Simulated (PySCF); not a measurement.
# CdS: from the state search to spectroscopic constants

The task here is to estimate one member of a computed series from the others.

Program: PySCF 2.14.0. Level of theory: Cd x2c-TZVPPall, S x2c-TZVPPall, spin-free X2C with a Gaussian nucleus. These are calculated values, not measurements.

The first run:

A driver script around PySCF takes these settings:

```json
{"atoms": "Cd, S", "charge": "0", "basis": "Cd x2c-TZVPPall, S x2c-TZVPPall", "Hamiltonian": "spin-free X2C with a Gaussian nucleus", "basis functions": "121", "electrons treated": "64", "masses in u": "113.9034, 31.9721", "levels": "PBE0, PBE, r²SCAN, PBEsol, r²SCANh, r²SCAN0, B3LYP, ωB97M-V, HF, MP2, SCS-MP2, CCSD, CCSD(T)", "grid": "80 radial by 434 angular points", "occupations": "held fixed by the projection of orbital angular momentum", "dissociation limit": "Cd + S, each in its ground configuration", "starting distance in angstrom": "2.385", "values of 2S to try": "0, 2"}
```

Started as:

```console
> OMP_NUM_THREADS=2 python dia.py task.json out
```

Steps of the session up to this table: Input; First curve: PBE0; Higher solutions at PBE0; PBE; r²SCAN (meta-GGA); PBEsol (GGA); r²SCANh; r²SCAN0 (hybrid meta-GGA); B3LYP (global hybrid GGA); ωB97M-V (range-separated hybrid); RHF (mean field); Correlated methods on the Hartree–Fock reference.

One of the session's tables, all rows but one given; the rest of the session is left out.

It belongs to the step «The curves together». Energy (eV) from each level's lowest point:

| R (Å) | RHF | RHF-MP2 | RHF-SCS-MP2 | RHF-CCSD | RHF-CCSD(T) |
| --- | --- | --- | --- | --- | --- |
| 1.931 | 1.357 | 0.967 | 1.089 | n/a | n/a |
| 2.021 | 0.641 | 0.398 | 0.480 | 0.526 | 0.520 |
| 2.110 | ? | ? | ? | ? | ? |
| 2.178 | 0.072 | 0.011 | 0.034 | 0.046 | 0.043 |
| 2.245 | 0.003 | 0.000 | 0.000 | 0.000 | 0.000 |
| 2.312 | 0.000 | 0.050 | 0.028 | 0.016 | 0.019 |
| 2.402 | 0.066 | 0.186 | 0.135 | 0.103 | 0.112 |
| 2.514 | 0.213 | 0.424 | 0.339 | 0.278 | 0.295 |
| 2.649 | 0.428 | 0.757 | 0.634 | 0.535 | 0.564 |
| 2.829 | 0.713 | 1.204 | 1.036 | n/a | n/a |

Estimate the missing values for R (Å) = 2.110.

Worked estimate for «RHF». A straight line through the neighbours (2.021, 0.641) and (2.178, 0.072) gives 0.641 + (0.072 − 0.641) × (2.110 − 2.021) / (2.178 − 2.021) = 0.318; a parabola fitted to 4 rows on both sides gives 0.222.

As computed: RHF: 0.232; RHF-MP2: 0.103; RHF-SCS-MP2: 0.150; RHF-CCSD: 0.175; RHF-CCSD(T): 0.171. In «RHF» the line misses by +0.086 and the parabola by -0.010.
